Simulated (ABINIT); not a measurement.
# PmS (P1) in ABINIT: single point with LDA

Aim: the single point of PmS with LDA.

Program: ABINIT 10.8.3 (patched build). These are calculated values, not measurements. Logs are shortened: lines on timing, memory, paths and dates and some standing lists are left out, and cuts for length are marked. The log counts tension as positive stress, the text compression.

### 1 The cell of the first run

The typed cell holds 2 atoms: a = 4.028 Å, b = 4.028 Å, c = 4.028 Å, α = 60.00°, β = 60.00°, γ = 60.00°.

The cell comes from a database or a generator and needn't be the stable form of this composition.

### 2 Single point, LDA, collinear spin, ferromagnetic start (atoms moved at random)

run.abi reads:

```
pp_dirpath "./"
pseudos "Pm.LDA_PW-JTH.xml, S.LDA_PW-JTH.xml"

acell 3*1.0
rprim
     0.0000000000     5.3828400827     5.3828400827
     5.3828400827     0.0000000000     5.3828400827
     5.3828400827     5.3828400827     0.0000000000
ntypat 2
znucl 61 16
natom 2
typat 1 2
xred
     0.0067810000     0.0047030000     0.0087060000
     0.5054720000     0.4919790000     0.5146570000
chkprim 0
chksymtnons 0
tolsym 1.0e-6

ecut 15.0
pawecutdg 30.0

kptopt 1
ngkpt 6 6 6
nshiftk 1
shiftk 0.0 0.0 0.0

ixc 7

nband 19
occopt 3
tsmear 0.05 eV

nsppol 2
spinat
     0.0000000000     0.0000000000     4.0000000000
     0.0000000000     0.0000000000     0.0000000000

nstep 100
tolvrs 1.0e-9

iomode 3
prtwf 0
prtden 0
prteig 0
prtebands 0
enunit 2
```

Potentials or basis: JTH PAW LDA v2.0.

Started as:

```console
$ abinit run.abi > log 2>&1
```

run.abo:

```text
.Version 10.8.3 of ABINIT
 Symmetries : space group P1 (#  1); Bravais aP (primitive triclinic)
================================================================================
 Values of the parameters that define the memory need of the present run
     intxc =       0    ionmov =       0      iscf =      17    lmnmax =      32
     lnmax =       8     mgfft =      30  mpssoang =       4    mqgrid =    3001
     natom =       2  nloc_mem =       2    nspden =       2   nspinor =       1
    nsppol =       2      nsym =       1    n1xccc =       1    ntypat =       2
    occopt =       3   xclevel =       1
       mpw =         881          nfft =       27000          nkpt =         112
 PAW method is used; the additional fine FFT grid is defined by:
   mgfftf=        40    nfftf =     64000
================================================================================
================================================================================

--------------------------------------------------------------------------------
------------- Echo of variables that govern the present computation ------------
--------------------------------------------------------------------------------
 -outvars: echo values of preprocessed input variables --------
            acell      1.0000000000E+00  1.0000000000E+00  1.0000000000E+00 Bohr
              amu      1.47910000E+02  3.20660000E+01
          chkprim           0
      chksymtnons           0
             ecut      1.50000000E+01 Hartree
           enunit           2
                       outvar_i_n : Printing only first  50 k-points.
              ixc           7
                       outvar_i_n : Printing only first  50 k-points.
         kptrlatt        6    0    0      0    6    0      0    0    6
          kptrlen      4.56749127E+01
            natom           2
            nband          19
            ngfft          30      30      30
          ngfftdg          40      40      40
             nkpt         112
           nspden           2
           nsppol           2
            nstep         100
             nsym           1
           ntypat           2
                       prtocc : prtvol=0, do not print more k-points.
                       1.000000  1.000000  1.000000  1.000000  1.000000  1.000000
                       1.000000  1.000000  1.000000  1.000000  1.000000  0.000000
                       0.000000  0.000000  0.000000  0.000000  0.000000  0.000000
                       0.000000
                       1.000000  1.000000  1.000000  1.000000  1.000000  1.000000
                       1.000000  1.000000  1.000000  1.000000  1.000000  0.000000
                       0.000000  0.000000  0.000000  0.000000  0.000000  0.000000
                       0.000000
                       1.000000  1.000000  1.000000  1.000000  1.000000  1.000000
                       1.000000  1.000000  1.000000  1.000000  1.000000  0.000000
                       0.000000  0.000000  0.000000  0.000000  0.000000  0.000000
                       0.000000
                       1.000000  1.000000  1.000000  1.000000  1.000000  1.000000
                       1.000000  1.000000  1.000000  1.000000  1.000000  0.000000
                       0.000000  0.000000  0.000000  0.000000  0.000000  0.000000
                       0.000000
                       1.000000  1.000000  1.000000  1.000000  1.000000  1.000000
[... 168 lines left out ...]
                       1.000000  1.000000  1.000000  1.000000  1.000000  0.000000
                       0.000000  0.000000  0.000000  0.000000  0.000000  0.000000
                       0.000000
                       1.000000  1.000000  1.000000  1.000000  1.000000  1.000000
                       1.000000  1.000000  1.000000  1.000000  1.000000  0.000000
                       0.000000  0.000000  0.000000  0.000000  0.000000  0.000000
                       0.000000
                       1.000000  1.000000  1.000000  1.000000  1.000000  1.000000
                       1.000000  1.000000  1.000000  1.000000  1.000000  0.000000
                       0.000000  0.000000  0.000000  0.000000  0.000000  0.000000
                       0.000000
                       1.000000  1.000000  1.000000  1.000000  1.000000  1.000000
                       1.000000  1.000000  1.000000  1.000000  1.000000  0.000000
                       0.000000  0.000000  0.000000  0.000000  0.000000  0.000000
                       0.000000
                       prtocc : prtvol=0, do not print more k-points.
           occopt           3
        pawecutdg      3.00000000E+01 Hartree
           prtden           0
        prtebands           0
           prteig           0
            prtwf           0
            rprim      0.0000000000E+00  5.3828400827E+00  5.3828400827E+00
                       5.3828400827E+00  0.0000000000E+00  5.3828400827E+00
                       5.3828400827E+00  5.3828400827E+00  0.0000000000E+00
[... 171 lines left out ...]
  Sum:                10.220060     5.826850     16.046909     4.393210
 Total magnetization (from the atomic spheres):                4.393210
 Total magnetization (exact up - dn):                          4.699955

================================================================================

 ----iterations are completed or convergence reached----

 Mean square residual over all n,k,spin=   60.867E-09; max=  53.593E-06
 reduced coordinates (array xred) for    2 atoms
       0.006781000000      0.004703000000      0.008706000000
       0.505472000000      0.491979000000      0.514657000000
 rms dE/dt=  2.2607E-02; max dE/dt=  3.5556E-02; dE/dt below (all hartree)
    1       0.016121766716      0.035555897847      0.003648033260
    2      -0.017222429963     -0.034935071735     -0.003443022103

 cartesian coordinates (angstrom) at end:
    1      0.03819521870358     0.04411435245450     0.03271190182653
    2      2.86737878849288     2.90581327920564     2.84121553367951

 cartesian forces (hartree/bohr) at end:
    1     -0.00205457656116     0.00139590425683    -0.00449317225721
    2      0.00205457656116    -0.00139590425683     0.00449317225721
 frms,max,avg= 2.9641430E-03 4.4931723E-03  -8.947E-05  7.043E-05  3.181E-05 h/b

 cartesian forces (eV/Angstrom) at end:
    1     -0.10565057463471     0.07178028293368    -0.23104820714991
    2      0.10565057463471    -0.07178028293368     0.23104820714991
 frms,max,avg= 1.5242236E-01 2.3104821E-01  -4.601E-03  3.622E-03  1.636E-03 e/A
 length scales=  1.000000000000  1.000000000000  1.000000000000 bohr
              =  0.529177210544  0.529177210544  0.529177210544 angstroms
 Fermi (or HOMO) energy (hartree) =   0.22337   Average Vxc (hartree)=  -0.39195
 Magnetization (Bohr magneton)=  4.69995775E+00
 Total spin up =  1.28499789E+01   Total spin down =  8.15002112E+00
 Eigenvalues (hartree) for nkpt= 112  k points, SPIN UP:
 kpt#   1, nband= 19, wtk=  0.00463, kpt=  0.0000  0.0000  0.0000 (reduced coord)
  -1.19896   -0.47384   -0.47378   -0.47377   -0.28258    0.11700    0.11703    0.11703
   0.21687    0.22112    0.22113    0.22115    0.24216    0.24273    0.24417    0.24686
   0.24876    0.24956    0.28399
      occupation numbers for kpt#   1
   1.00000    1.00000    1.00000    1.00000    1.00000    1.00000    1.00000    1.00000
   0.97170    0.77270    0.77160    0.76960    0.00004    0.00003    0.00001    0.00000
   0.00000    0.00000    0.00000
 prteigrs : prtvol=0 or 1, do not print more k-points.

 Eigenvalues (hartree) for nkpt= 112  k points, SPIN DOWN:
 kpt#   1, nband= 19, wtk=  0.00463, kpt=  0.0000  0.0000  0.0000 (reduced coord)
  -1.12755   -0.41827   -0.41820   -0.41819   -0.28054    0.12526    0.12529    0.12532
   0.26732    0.26750    0.26768    0.30085    0.30377    0.30527    0.30541    0.33602
   0.33603    0.33605    0.34237
      occupation numbers for kpt#   1
   1.00000    1.00000    1.00000    1.00000    1.00000    1.00000    1.00000    1.00000
   0.00000    0.00000    0.00000    0.00000    0.00000    0.00000    0.00000    0.00000
   0.00000    0.00000    0.00000
 prteigrs : prtvol=0 or 1, do not print more k-points.

 Fermi (or HOMO) energy (eV) =   6.07811   Average Vxc (eV)= -10.66539
 Eigenvalues (   eV  ) for nkpt= 112  k points, SPIN UP:
 kpt#   1, nband= 19, wtk=  0.00463, kpt=  0.0000  0.0000  0.0000 (reduced coord)
 -32.62531  -12.89375  -12.89212  -12.89185   -7.68942    3.18375    3.18443    3.18455
   5.90130    6.01693    6.01724    6.01781    6.58947    6.60492    6.64418    6.71742
   6.76910    6.79084    7.72764
 prteigrs : prtvol=0 or 1, do not print more k-points.

 Eigenvalues (   eV  ) for nkpt= 112  k points, SPIN DOWN:
 kpt#   1, nband= 19, wtk=  0.00463, kpt=  0.0000  0.0000  0.0000 (reduced coord)
 -30.68208  -11.38179  -11.37973  -11.37940   -7.63384    3.40854    3.40922    3.41019
   7.27415    7.27901    7.28401    8.18656    8.26611    8.30688    8.31066    9.14352
   9.14373    9.14427    9.31642
 prteigrs : prtvol=0 or 1, do not print more k-points.

--- !EnergyTerms
iteration_state     : {dtset: 1, }
comment             : Components of total free energy in Hartree
kinetic             :  1.57682704052256E+01
hartree             :  1.58122917256298E+01
xc                  : -9.57206463266560E+00
Ewald energy        : -6.46824559420850E+01
psp_core            :  4.67307855492281E+00
local_psp           : -4.10488704196802E+01
PAW spherical_terms : -8.19922714811881E-01
internal            : -7.98696730234644E+01
'-kT*entropy'       : -3.76873811449284E-03
total_energy        : -7.98734417615789E+01
total_energy_eV     : -2.17346707457019E+03
...

--- !EnergyTermsDC
iteration_state     : {dtset: 1, }
comment             : '"Double-counting" decomposition of free energy'
band_energy         : -4.02700676424914E+00
Ewald energy        : -6.46824559420850E+01
psp_core            :  4.67307855492281E+00
xc_dc               : -1.38873828900568E+01
PAW spherical_terms : -1.94590891203860E+00
internal            : -7.98696759535067E+01
'-kT*entropy'       : -3.76873811449284E-03
total_energy_dc     : -7.98734446916212E+01
total_energy_dc_eV  : -2.17346715430071E+03
...

--- !EnergyTermsWithPAWCore
iteration_state     : {dtset: 1, }
comment             : 'Components of total free energy, including PAW core contributions'
Total energy        : -1.04119510397355E+04
Total energy DC     : -1.04119510426655E+04
Total energy (eV)   : -2.83323621316486E+05
Total energy DC (eV): -2.83323621396216E+05
...

 Cartesian components of stress tensor (hartree/bohr^3)
  sigma(1 1)=  1.22514503E-04  sigma(3 2)= -3.99649020E-07
  sigma(2 2)=  1.23220224E-04  sigma(3 1)=  5.66543005E-07
  sigma(3 3)=  1.18370270E-04  sigma(2 1)= -2.89743141E-07

-Cartesian components of stress tensor (GPa)         [Pressure= -3.5708E+00 GPa]
- sigma(1 1)=  3.60450111E+00  sigma(3 2)= -1.17580801E-02
- sigma(2 2)=  3.62526416E+00  sigma(3 1)=  1.66682707E-02
- sigma(3 3)=  3.48257358E+00  sigma(2 1)= -8.52453751E-03

== END DATASET(S) ==============================================================
================================================================================

 -outvars: echo values of variables after computation  --------
            acell      1.0000000000E+00  1.0000000000E+00  1.0000000000E+00 Bohr
           etotal     -7.9873444692E+01
            fcart     -2.0545765612E-03  1.3959042568E-03 -4.4931722572E-03
                       2.0545765612E-03 -1.3959042568E-03  4.4931722572E-03
            rprim      0.0000000000E+00  5.3828400827E+00  5.3828400827E+00
                       5.3828400827E+00  0.0000000000E+00  5.3828400827E+00
                       5.3828400827E+00  5.3828400827E+00  0.0000000000E+00
           strten      1.2251450258E-04  1.2322022439E-04  1.1837027016E-04
                      -3.9964901982E-07  5.6654300475E-07 -2.8974314069E-07
           xangst      3.8195218704E-02  4.4114352455E-02  3.2711901827E-02
                       2.8673787885E+00  2.9058132792E+00  2.8412155337E+00
             xred      6.7810000000E-03  4.7030000000E-03  8.7060000000E-03
                       5.0547200000E-01  4.9197900000E-01  5.1465700000E-01
 Calculation completed.
```

It took 5.9 min on 1 thread of Arm Neoverse V2, shared host; peak memory 0.2 GiB.

What came out:

```
Free energy                                           : -2173.4672 eV
Largest force                                         : 0.264 eV/Å
Band gap on the k mesh                                : none (metal or under the smearing width)
Net moment                                            : 4.70 μB per cell
Site moments                                          : Pm +4.44; S -0.05 μB
Valence electrons inside the program's atomic spheres : Pm 12.44; S 3.61
```

Forces on the atoms (eV/Å):
```
Pm  -0.106  0.072 -0.231
S    0.106 -0.072  0.231
```

Caveat: the cutoff is too short for stress, so the log's stress isn't used; the magnetic or orbital state may not be the lowest; spin-orbit coupling is left out, which moves the levels of the heavy elements; without U or exact exchange the open f shell lies at the Fermi level, which spoils levels, moments and volumes. The state reached can hang on the start; a lower one may exist.
